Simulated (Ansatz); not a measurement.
**Rh: an axial (c/a) deformation path**

This session takes Rh and sets out to follow an axial (c/a) deformation at fixed volume.

This is Rh in the hcp structure; at room conditions it is fcc.

Computed with Ansatz 0.2.0 (DFT PBEsol, scalar-relativistic, plane waves, PAW, unless a step's input says otherwise).

## 1. Starting point

It takes space group P6_3/mmc (No. 194, hexagonal). Conventional cell: a = 2.731 Å, b = 2.731 Å, c = 4.428 Å, α = 90.00°, β = 90.00°, γ = 120.00°. Rh (site symmetry -6m2) is surrounded by 12 Rh at 2.72 to 2.73 Å.

As a file:

```
Rh
1.0
     2.73098    0.00000    0.00000
    -1.36549    2.36510    0.00000
     0.00000    0.00000    4.42849
Rh
2
Direct
  0.66667 0.33333 0.75000
  0.33333 0.66667 0.25000
```

It goes back to an entry of the Materials Project, which need not be the stable form.

No relaxation comes first: the listed cell is the starting point.

## 2. The undisturbed cell

Input file input.yaml:

```yaml
crystal:
  lattice:
    - [2.7309790422, 0.0, 0.0]
    - [-1.3654895211, 2.3650972278, 0.0]
    - [0.0, 0.0, 4.428489]
  atoms:
    - { symbol: Rh, position: [0.6666666667, 0.3333333333, 0.75] }
    - { symbol: Rh, position: [0.3333333333, 0.6666666667, 0.25] }
basis:
  ecutwfc: 420
kpoints:
  mp_grid: { grid: [24, 24, 12] }
hamiltonian:
  xc: pbesol
scf:
  occupations: { method: gaussian, width: 0.15 }
output:
  forces: true
  stress: true
  eigenvalues: true
```

The run is started by

```
$ ansatz run input.yaml --threads 1 --pin off --max-ram 2560MiB --backend cpu --events-out ev --progress --plain --runs-dir out
```

## 3. The scan: an axial (c/a) deformation path

At fixed volume and fractional coordinates, lengths along (0.000, 0.000, 1.000) are scaled against those across it; ρ is that ratio over its starting value.

## 4. Point ρ = 0.850

input.yaml, as its differences from that of step 2:

```diff
@@ -2,5 +2,5 @@
   lattice:
-    - [2.7309790422, 0.0, 0.0]
-    - [-1.3654895211, 2.3650972278, 0.0]
-    - [0.0, 0.0, 4.428489]
+    - [2.8830049769, 0.0, 0.0]
+    - [-1.4415024884, 2.4967555492, 0.0]
+    - [0.0, 0.0, 3.9737589652]
   atoms:
@@ -20 +20,5 @@
   eigenvalues: true
+  write_density: true
+  write_potential: true
+  elf: true
+  volumetric_format: npy
```

## 5. Point ρ = 1.200

input.yaml, as its differences from that of step 4:

```diff
@@ -2,5 +2,5 @@
   lattice:
-    - [2.8830049769, 0.0, 0.0]
-    - [-1.4415024884, 2.4967555492, 0.0]
-    - [0.0, 0.0, 3.9737589652]
+    - [2.5699496729, 0.0, 0.0]
+    - [-1.2849748364, 2.2256417031, 0.0]
+    - [0.0, 0.0, 5.000841243]
   atoms:
@@ -20,5 +20 @@
   eigenvalues: true
-  write_density: true
-  write_potential: true
-  elf: true
-  volumetric_format: npy
```

## 6. ρ = 0.920

input.yaml, as its differences from that of step 5:

```diff
@@ -2,5 +2,5 @@
   lattice:
-    - [2.5699496729, 0.0, 0.0]
-    - [-1.2849748364, 2.2256417031, 0.0]
-    - [0.0, 0.0, 5.000841243]
+    - [2.8079481983, 0.0, 0.0]
+    - [-1.4039740991, 2.4317544722, 0.0]
+    - [0.0, 0.0, 4.1890362815]
   atoms:
```

## 7. At ρ = 1.100

input.yaml, as its differences from that of step 6:

```diff
@@ -2,5 +2,5 @@
   lattice:
-    - [2.8079481983, 0.0, 0.0]
-    - [-1.4039740991, 2.4317544722, 0.0]
-    - [0.0, 0.0, 4.1890362815]
+    - [2.6455794327, 0.0, 0.0]
+    - [-1.3227897163, 2.2911389964, 0.0]
+    - [0.0, 0.0, 4.7190077839]
   atoms:
```

## 8. ρ = 0.960

input.yaml, as its differences from that of step 7:

```diff
@@ -2,5 +2,5 @@
   lattice:
-    - [2.6455794327, 0.0, 0.0]
-    - [-1.3227897163, 2.2911389964, 0.0]
-    - [0.0, 0.0, 4.7190077839]
+    - [2.7683943634, 0.0, 0.0]
+    - [-1.3841971817, 2.3974998464, 0.0]
+    - [0.0, 0.0, 4.3095943413]
   atoms:
```

## 9. ρ = 1.050

input.yaml, as its differences from that of step 8:

```diff
@@ -2,5 +2,5 @@
   lattice:
-    - [2.7683943634, 0.0, 0.0]
-    - [-1.3841971817, 2.3974998464, 0.0]
-    - [0.0, 0.0, 4.3095943413]
+    - [2.6869232892, 0.0, 0.0]
+    - [-1.3434616446, 2.3269438265, 0.0]
+    - [0.0, 0.0, 4.5749017289]
   atoms:
```

## 10. ρ = 0.800

input.yaml, as its differences from that of step 9:

```diff
@@ -2,5 +2,5 @@
   lattice:
-    - [2.6869232892, 0.0, 0.0]
-    - [-1.3434616446, 2.3269438265, 0.0]
-    - [0.0, 0.0, 4.5749017289]
+    - [2.9418579932, 0.0, 0.0]
+    - [-1.4709289966, 2.5477237564, 0.0]
+    - [0.0, 0.0, 3.8163561304]
   atoms:
@@ -20 +20,5 @@
   eigenvalues: true
+  write_density: true
+  write_potential: true
+  elf: true
+  volumetric_format: npy
```

## 11. ρ = 1.300

input.yaml, as its differences from that of step 10:

```diff
@@ -2,5 +2,5 @@
   lattice:
-    - [2.9418579932, 0.0, 0.0]
-    - [-1.4709289966, 2.5477237564, 0.0]
-    - [0.0, 0.0, 3.8163561304]
+    - [2.5022877505, 0.0, 0.0]
+    - [-1.2511438752, 2.1670447595, 0.0]
+    - [0.0, 0.0, 5.2749434135]
   atoms:
@@ -20,5 +20 @@
   eigenvalues: true
-  write_density: true
-  write_potential: true
-  elf: true
-  volumetric_format: npy
```

(Steps that only read results are left out.)

Before running it: what results should come out? Wanted: highest point.

The runs gave:

```
     quantity                        value
highest point  543.5 meV/atom at ρ = 1.300
```

In words: No sampled point lies below the undisturbed cell. No sampled point inside the path is a dip, apart from those named.
